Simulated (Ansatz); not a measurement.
**Ag: other elements on the same sites**

The task here is to estimate one member of a computed series from the others.

Program: Ansatz 0.2.0. Level of theory: DFT r2SCAN, scalar-relativistic, plane waves, PAW. These are calculated values, not measurements.

1 further run of the same task is left out (set aside as unsound or not needed).

## The starting structure

The structure is hexagonal, space group P6_3/mmc (No. 194). The conventional cell has a = 2.903 Å, b = 2.903 Å, c = 9.483 Å, α = 90.00°, β = 90.00°, γ = 120.00°. Ag (site symmetry -3m) has 12 Ag at 2.90 Å as nearest neighbours. Ag (site symmetry -6m2) has 12 Ag at 2.90 Å as nearest neighbours.

Coordinates:

```cif
data_structure
_symmetry_space_group_name_H-M 'P6_3/mmc'
_symmetry_Int_Tables_number 194
_cell_length_a 2.9034
_cell_length_b 2.9034
_cell_length_c 9.4834
_cell_angle_alpha 90.000
_cell_angle_beta 90.000
_cell_angle_gamma 120.000
_cell_volume 69.23
loop_
_atom_site_label
_atom_site_type_symbol
_atom_site_symmetry_multiplicity
_atom_site_Wyckoff_symbol
_atom_site_fract_x
_atom_site_fract_y
_atom_site_fract_z
_atom_site_occupancy
Ag1 Ag 2 a 0.00000 0.00000 0.00000 1
Ag2 Ag 2 c 0.33333 0.66667 0.25000 1
```

It goes back to an entry of the Materials Project, which need not be the stable form.

This cell was relaxed beforehand with the same method: volume 17.31 Å³/atom, gap on the mesh none (metal).

Set-up of the first run:

The input, input.yaml:

```yaml
crystal:
  lattice:
    - [2.8211160836, 0.0, 0.0]
    - [-1.4105580418, 2.4431581954, 0.0]
    - [0.0, 0.0, 9.2146489525]
  atoms:
    - { symbol: Pd, position: [0.0, 0.0, 0.0] }
    - { symbol: Pd, position: [0.0, 0.0, 0.5] }
    - { symbol: Pd, position: [0.3333333333, 0.6666666667, 0.25] }
    - { symbol: Pd, position: [0.6666666667, 0.3333333333, 0.75] }
basis:
  ecutwfc: 500
kpoints:
  mp_grid: { grid: [6, 6, 2] }
hamiltonian:
  xc: r2scan
scf:
  occupations: { method: gaussian, width: 0.1 }
output:
  forces: true
  stress: true
  eigenvalues: true
```

On the command line:

```console
$ ansatz run input.yaml --threads 1 --pin off --max-ram 2560MiB --backend cpu --events-out ev --progress --plain --runs-dir out
```

Steps of the session up to this table: Quick check of gap, pressure and forces (Pd); Rough relaxation on the coarse mesh (Pd); Full relaxation (Pd); A first look at the start (Na); Coarse relaxation (Na); The relaxation (Na).

One of the session's tables, all rows but one given; the rest of the session is left out.

Lengths are those of the vectors of the cell that was run:

| swap | volume (Å³/atom) | a (Å) | b (Å) | c (Å) |
| --- | --- | --- | --- | --- |
| none | 17.31 | 2.903 | 2.903 | 9.483 |
| Ag → Li | 20.98 | 3.088 | 3.088 | 10.158 |
| Ag → K | ? | ? | ? | ? |
| Ag → Pd | 14.95 | 2.754 | 2.754 | 9.107 |
| Ag → Na | 37.67 | 3.767 | 3.767 | 12.264 |

**Question.** Estimate the row for Ag → K.

**Answer.** volume (Å³/atom): 76.41; a (Å): 4.780; b (Å): 4.780; c (Å): 15.448. In the column «volume (Å³/atom)» it is the highest.

Lengths are those of the computed cell. Rows of earlier swaps come from the sessions before.
